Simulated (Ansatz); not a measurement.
BaH4:

```
Ba H
1.0
     2.29082    1.32260    3.53625
    -2.29082    1.32260    3.53625
     0.00000   -2.64521    3.53625
Ba H
1 4
Direct
  0.00000 0.00000 0.00000
  0.74087 0.74087 0.74087
  0.25913 0.25913 0.25913
  0.46369 0.46369 0.46369
  0.53631 0.53631 0.53631
```

The cell was built by a generator and needn't be a form met in nature.

Base run:

| Property | Result |
| --- | --- |
| Program | Ansatz 0.2.0 |
| Functional | revPBE |
| Potentials or basis | Ansatz PAW |
| Cutoff | 420 eV (not typed: the program's choice for these potentials) |
| k mesh | 5 × 5 × 5 |
| Occupations | fermi-dirac, width 0.05 eV |
| Spin | no spin polarisation |

Its results: band gap on the k mesh 2.86 eV, indirect (least direct gap 3.28 eV); pressure 1.1 GPa; largest force 0.211 eV/Å.

Task: After a change of settings the same cell gave: band gap on the k mesh 2.44 eV, indirect (least direct gap 2.89 eV); pressure -2.7 GPa; largest force 0.772 eV/Å. Which change was it?
A. functional from revPBE to LDA
B. functional from revPBE to RPBE
C. functional from revPBE to PBEsol

Result: A.

LDA binds more tightly than revPBE, so the same cell stands under less pressure.

Caveats: the k mesh misses the band edges, so the gap on the mesh is wider than the one along the path; spin-orbit coupling is left out, which moves the levels of the heavy elements; the PAW data sets come from PBE, with cores solved anew for the run's functional, which leaves a small shift of forces and pressure.

Runs at the PBE level aren't shown here.
